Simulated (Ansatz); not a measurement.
# C₂H₆ClSi radical: how energies converge with the basis set

The task here is to estimate one member of a computed series from the others.

The runs use Ansatz 0.2.0, Gaussian basis; one geometry, several basis sets.

Levels to be run: PBE0-D4/def2-SVP; ωB97M-V/def2-SVP; PBE0-D4/def2-QZVPP; ωB97M-V/def2-QZVPP; the functionals' def2-TZVPP values are taken from earlier runs.

### The geometry

The geometry comes from an earlier relaxation with PBE0-D4 in a triple-zeta def2 set; it is a stationary point, not always the lowest conformer.

10 atoms, charge 0, spin multiplicity 2.

Atoms are counted from 1 here; the program's logs count them from 0.

Bond lengths: C1–Si2 1.870 Å, C1–H5 1.091 Å, C1–H6 1.093 Å, C1–H7 1.095 Å, Si2–C3 1.870 Å, Si2–Cl4 2.075 Å, C3–H8 1.093 Å, C3–H9 1.095 Å, C3–H10 1.091 Å. Angles: Si2–C1–H5 111.1°, Si2–C1–H6 110.2°, Si2–C1–H7 110.0°, H5–C1–H6 108.5°, H5–C1–H7 108.4°, H6–C1–H7 108.6°, C1–Si2–C3 112.2°, C1–Si2–Cl4 108.1°, C3–Si2–Cl4 108.1°, Si2–C3–H8 110.2°, Si2–C3–H9 110.0°, Si2–C3–H10 111.1°, H8–C3–H9 108.6°, H8–C3–H10 108.5°, H9–C3–H10 108.4°.

Set-up of the first run:

Contents of in.yaml:

```yaml
crystal:
  periodic: [false, false, false]
  atoms:
    - {symbol: C, position_ang: [-0.236457, 1.376217, -0.713065]}
    - {symbol: Si, position_ang: [-0.714402, -0.381586, -0.292179]}
    - {symbol: C, position_ang: [0.293908, -1.069285, 1.124096]}
    - {symbol: Cl, position_ang: [-0.365721, -1.561063, -1.962821]}
    - {symbol: H, position_ang: [-0.818622, 1.749839, -1.556729]}
    - {symbol: H, position_ang: [-0.409520, 2.030212, 0.145308]}
    - {symbol: H, position_ang: [0.824711, 1.422174, -0.977966]}
    - {symbol: H, position_ang: [0.133128, -0.473498, 2.026121]}
    - {symbol: H, position_ang: [1.359090, -1.041341, 0.873154]}
    - {symbol: H, position_ang: [0.017184, -2.102868, 1.337181]}
basis:
  gaussian: {orbitals: def2-SVP}
magnetization: {spin_polarized: true, initial_magnetization: 1}
hamiltonian: {xc: pbe0, dispersion: d4}
output: {orbitals: {seedname: orbitals}}
```

Steps of the session up to this table: PBE0-D4 in def2-SVP; ωB97M-V in def2-SVP; PBE0-D4 in def2-QZVPP; ωB97M-V in def2-QZVPP.

One of the session's tables, all rows but one given; the rest of the session is left out.

It belongs to the step «Density functionals: the series». 

| functional | basis | HOMO (eV) | LUMO (eV) |
| --- | --- | --- | --- |
| PBE0-D4 | def2-SVP | -5.71 | -1.97 |
| PBE0-D4 | def2-TZVPP | -5.78 | -2.04 |
| PBE0-D4 | def2-QZVPP | -5.81 | -2.09 |
| ωB97M-V | def2-SVP | ? | ? |
| ωB97M-V | def2-TZVPP | -7.52 | -0.49 |
| ωB97M-V | def2-QZVPP | -7.56 | -0.59 |

Estimate the missing values for ωB97M-V, def2-SVP.

The run gave: HOMO (eV): -7.42; LUMO (eV): -0.36. In the column «HOMO (eV)» it lies between ωB97M-V, def2-TZVPP (-7.52) and PBE0-D4, def2-QZVPP (-5.81).
